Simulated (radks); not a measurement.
# Fractional charge and spin in the 5s shell of ytterbium

Aim: the energy as the spin-up occupation of 5s runs from 0 to 1 and the spin-down one from 0 to 1, against the two flat planes that join the four corners. Added charge counts from the emptiest corner (up 0, down 0).

Method: scalar-relativistic Kohn-Sham, PBE, spin-polarised, spherical densities, finite nucleus. Code: radks (a radial shooting solver on a logarithmic mesh, Libxc functionals) version 1.

## Step 1: What is computed

| Item | Value |
| --- | --- |
| element | ytterbium (Z = 70) |
| configuration | [Kr] 4d10 4f14 5p6 5s(up 1, down 1) |
| nuclear rms radius | 5.3108 fm |

A shell typed twice in an input gives spin up, then spin down.

## Step 2: 5s: up 1, down 1

Settings of this run:

```text
Z 70
configuration [Kr] 4d10 4f14 5p6 5s1 5s1
relativity scalar-relativistic
functional pbe,pbe
spin polarised
nucleus finite rms 5.3108 fm
c 137.035999084
```

## Step 3: 5s: up 1, down 0.75

Settings of this run:

```text
Z 70
configuration [Kr] 4d10 4f14 5p6 5s1 5s0.75
relativity scalar-relativistic
functional pbe,pbe
spin polarised
nucleus finite rms 5.3108 fm
c 137.035999084
```

## Step 4: 5s: up 1, down 0.5

Settings of this run:

```text
Z 70
configuration [Kr] 4d10 4f14 5p6 5s1 5s0.5
relativity scalar-relativistic
functional pbe,pbe
spin polarised
nucleus finite rms 5.3108 fm
c 137.035999084
```

## Step 5: 5s: up 1, down 0.25

Settings of this run:

```text
Z 70
configuration [Kr] 4d10 4f14 5p6 5s1 5s0.25
relativity scalar-relativistic
functional pbe,pbe
spin polarised
nucleus finite rms 5.3108 fm
c 137.035999084
```

## Step 6: 5s: up 1, down 0

Settings of this run:

```text
Z 70
configuration [Kr] 4d10 4f14 5p6 5s1 5s0
relativity scalar-relativistic
functional pbe,pbe
spin polarised
nucleus finite rms 5.3108 fm
c 137.035999084
```

## Step 7: 5s: up 0.75, down 0.75

Settings of this run:

```text
Z 70
configuration [Kr] 4d10 4f14 5p6 5s0.75 5s0.75
relativity scalar-relativistic
functional pbe,pbe
spin polarised
nucleus finite rms 5.3108 fm
c 137.035999084
```

## Step 8: 5s: up 0.75, down 0.5

Settings of this run:

```text
Z 70
configuration [Kr] 4d10 4f14 5p6 5s0.75 5s0.5
relativity scalar-relativistic
functional pbe,pbe
spin polarised
nucleus finite rms 5.3108 fm
c 137.035999084
```

## Step 9: 5s: up 0.75, down 0.25

Settings of this run:

```text
Z 70
configuration [Kr] 4d10 4f14 5p6 5s0.75 5s0.25
relativity scalar-relativistic
functional pbe,pbe
spin polarised
nucleus finite rms 5.3108 fm
c 137.035999084
```

## Step 10: 5s: up 0.75, down 0

Settings of this run:

```text
Z 70
configuration [Kr] 4d10 4f14 5p6 5s0.75 5s0
relativity scalar-relativistic
functional pbe,pbe
spin polarised
nucleus finite rms 5.3108 fm
c 137.035999084
```

## Step 11: 5s: up 0.5, down 0.5

Settings of this run:

```text
Z 70
configuration [Kr] 4d10 4f14 5p6 5s0.5 5s0.5
relativity scalar-relativistic
functional pbe,pbe
spin polarised
nucleus finite rms 5.3108 fm
c 137.035999084
```

## Step 12: 5s: up 0.5, down 0.25

Settings of this run:

```text
Z 70
configuration [Kr] 4d10 4f14 5p6 5s0.5 5s0.25
relativity scalar-relativistic
functional pbe,pbe
spin polarised
nucleus finite rms 5.3108 fm
c 137.035999084
```

## Step 13: 5s: up 0.5, down 0

Settings of this run:

```text
Z 70
configuration [Kr] 4d10 4f14 5p6 5s0.5 5s0
relativity scalar-relativistic
functional pbe,pbe
spin polarised
nucleus finite rms 5.3108 fm
c 137.035999084
```

## Step 14: 5s: up 0.25, down 0.25

Settings of this run:

```text
Z 70
configuration [Kr] 4d10 4f14 5p6 5s0.25 5s0.25
relativity scalar-relativistic
functional pbe,pbe
spin polarised
nucleus finite rms 5.3108 fm
c 137.035999084
```

## Step 15: 5s: up 0.25, down 0

Settings of this run:

```text
Z 70
configuration [Kr] 4d10 4f14 5p6 5s0.25 5s0
relativity scalar-relativistic
functional pbe,pbe
spin polarised
nucleus finite rms 5.3108 fm
c 137.035999084
```

## Step 16: 5s: up 0, down 0

Settings of this run:

```text
Z 70
configuration [Kr] 4d10 4f14 5p6 5s0 5s0
relativity scalar-relativistic
functional pbe,pbe
spin polarised
nucleus finite rms 5.3108 fm
c 137.035999084
```

**Question.** What will these runs give? Wanted: for each run, down \ up; 0; 0.25; 0.5; 0.75; 1.

The runs gave:

| down \ up | 0 | 0.25 | 0.5 | 0.75 | 1 |
| --- | --- | --- | --- | --- | --- |
| 0 | 0.000 | -1.495 | -1.986 | -1.484 | 0.000 |
| 0.25 | -1.495 | -1.921 | -1.356 | 0.189 | -1.407 |
| 0.5 | -1.986 | -1.356 | 0.252 | -1.283 | -1.865 |
| 0.75 | -1.484 | 0.189 | -1.283 | -1.804 | -1.391 |
| 1 | 0.000 | -1.407 | -1.865 | -1.391 | 0.000 |

What this shows: The table gives the energy in eV minus the planes, whose edge runs along up + down = one added electron; mirror points follow by spin symmetry. With half an added electron in each spin it lies 0.25 eV above the planes. With half an electron added in spin up alone it lies 1.99 eV below them. The planes are only a guide here: the condition holds for ground states with one frontier orbital, and this shell lies below others.
